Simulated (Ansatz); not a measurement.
# BH8NSi2: a ladder of functionals and wavefunction methods

One table from this session's results is given with a row withheld; the runs are named, their logs left out.

The runs use Ansatz 0.2.0, Gaussian basis; functionals in def2-TZVPP, the program's frozen cores in correlated methods.

Plan: PBE-D4, r2SCAN-D4, PBE0-D4, B3LYP-D4, ωB97X-V, ωB97M-V, B2PLYP; CCSD(T)/def2-TZVPP; MP2/def2-QZVPP; extrapolation to the limit.

## The geometry

The geometry comes from an earlier relaxation with PBE0-D4 in a triple-zeta def2 set; it is a stationary point, not always the lowest conformer.

12 atoms, charge 0, spin multiplicity 1.

Atoms are counted from 1 here; the program's logs count them from 0.

Bond lengths: Si1–B2 2.024 Å, Si1–H5 1.492 Å, Si1–H6 1.491 Å, Si1–H7 1.491 Å, B2–N3 1.399 Å, B2–H8 1.202 Å, N3–Si4 1.752 Å, N3–H9 1.011 Å, Si4–H10 1.483 Å, Si4–H11 1.483 Å, Si4–H12 1.485 Å. Angles: B2–Si1–H5 114.7°, B2–Si1–H6 109.8°, B2–Si1–H7 109.8°, H5–Si1–H6 107.5°, H5–Si1–H7 107.5°, H6–Si1–H7 107.3°, Si1–B2–N3 123.9°, Si1–B2–H8 118.1°, N3–B2–H8 117.9°, B2–N3–Si4 127.8°, B2–N3–H9 116.7°, Si4–N3–H9 115.5°, N3–Si4–H10 110.9°, N3–Si4–H11 110.9°, N3–Si4–H12 106.6°, H10–Si4–H11 109.2°, H10–Si4–H12 109.6°, H11–Si4–H12 109.6°.

The first run:

in.yaml

```yaml
crystal:
  periodic: [false, false, false]
  atoms:
    - {symbol: Si, position_ang: [-0.346401, 1.845445, -0.269405]}
    - {symbol: B, position_ang: [-0.280253, 0.406399, 1.151924]}
    - {symbol: N, position_ang: [0.051599, -0.928564, 0.897177]}
    - {symbol: Si, position_ang: [0.474080, -1.655590, -0.640318]}
    - {symbol: H, position_ang: [-0.008912, 1.377162, -1.645457]}
    - {symbol: H, position_ang: [0.603756, 2.941393, 0.076312]}
    - {symbol: H, position_ang: [-1.711920, 2.442190, -0.321646]}
    - {symbol: H, position_ang: [-0.541809, 0.714989, 2.283629]}
    - {symbol: H, position_ang: [0.049898, -1.556076, 1.690282]}
    - {symbol: H, position_ang: [-0.641066, -1.527899, -1.609677]}
    - {symbol: H, position_ang: [1.689163, -1.022639, -1.208179]}
    - {symbol: H, position_ang: [0.738766, -3.092111, -0.370642]}
basis:
  gaussian: {orbitals: def2-TZVPP}
hamiltonian: {xc: pbe, dispersion: d4}
output: {forces: true, orbitals: {seedname: orbitals}}
```

Launch:

```sh
> ansatz run in.yaml --threads 4 --pin off --events-out ev --progress --plain --max-ram 10444MiB
```

Among the steps run: PBE-D4 (GGA); r2SCAN-D4 (meta-GGA); PBE0-D4 (hybrid); B3LYP-D4 (hybrid); ωB97X-V (range-separated); ωB97M-V (range-separated); B2PLYP (double hybrid); CCSD(T) in def2-TZVPP; MP2 in def2-QZVPP.

One of the session's tables, all rows but one given; the rest of the session is left out.

| method | atomisation energy (eV) |
| --- | --- |
| PBE-D4 | 40.149 |
| r2SCAN-D4 | 40.172 |
| PBE0-D4 | ? |
| B3LYP-D4 | 40.426 |
| ωB97X-V | 40.551 |
| ωB97M-V | 40.374 |
| B2PLYP | 39.803 |
| HF/def2-TZVPP | 30.415 |
| MP2/def2-TZVPP | 39.097 |
| CCSD/def2-TZVPP | 38.772 |
| CCSD(T)/def2-TZVPP | 39.163 |
| MP2/CBS | 40.112 |
| CCSD(T)/CBS | 40.177 |

Q: Estimate the row for PBE0-D4 from the others.

**Answer.** atomisation energy (eV): 39.897. In the column «atomisation energy (eV)» it lies between B2PLYP (39.803) and MP2/CBS (40.112).
